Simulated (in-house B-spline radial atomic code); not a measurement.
# Pt²⁺: ionisation energy by several methods

The task here is to estimate one member of a computed series from the others.

Method: Dirac-Coulomb, several functionals; spherical all-electron atom at the radial basis limit. Code: in-house B-spline radial atomic code version 1.

### The atom as given

| Quantity | Value |
| --- | --- |
| element | platinum (Z = 78) |
| charge | +2 |
| electrons | 76 |
| configuration | [Xe] 4f14 5d8 |
| nucleus | Fermi, rms radius 5.427 fm |

Outer shells as boxes (Hund's rule):

[Xe] 4f14 5d8
```
[Xe] core
4f [↑↓][↑↓][↑↓][↑↓][↑↓][↑↓][↑↓]
5d [↑↓][↑↓][↑↓][↑ ][↑ ]
```

The boxes only draw the filling; these runs are spin-restricted and spherical.

Set-up of the first run:

The run's settings:

```ini
Z = 78
electrons = 76.0
configuration = [Xe] 4f14 5d8
hamiltonian = dirac
method = am05
spin_polarised = False
nucleus = fermi
rms_radius = 5.427
mass_number = 195
atomic_mass = 194.964794325
speed_of_light = 137.035999084
```

Among the steps run: AM05, a GGA; BLYP, a GGA; LDA (VWN5); exchange-only LDA; OLYP, a GGA; BP86, a GGA.

One table of the session follows, with a row left open; its other results are not shown here.

| method | ΔSCF (eV) | with Breit, QED, recoil (eV) |
| --- | --- | --- |
| LDA (VWN5) | 32.519 | 32.525 |
| exchange-only LDA | 30.981 | 30.987 |
| AM05 | ? | ? |
| BLYP | 32.104 | 32.111 |
| OLYP | 32.242 | 32.249 |
| BP86 | 32.333 | 32.339 |

**Question.** Estimate the row for AM05.

The run gave: ΔSCF (eV): 32.241; with Breit, QED, recoil (eV): 32.247. In the column «ΔSCF (eV)» it lies between BLYP (32.104) and OLYP (32.242).
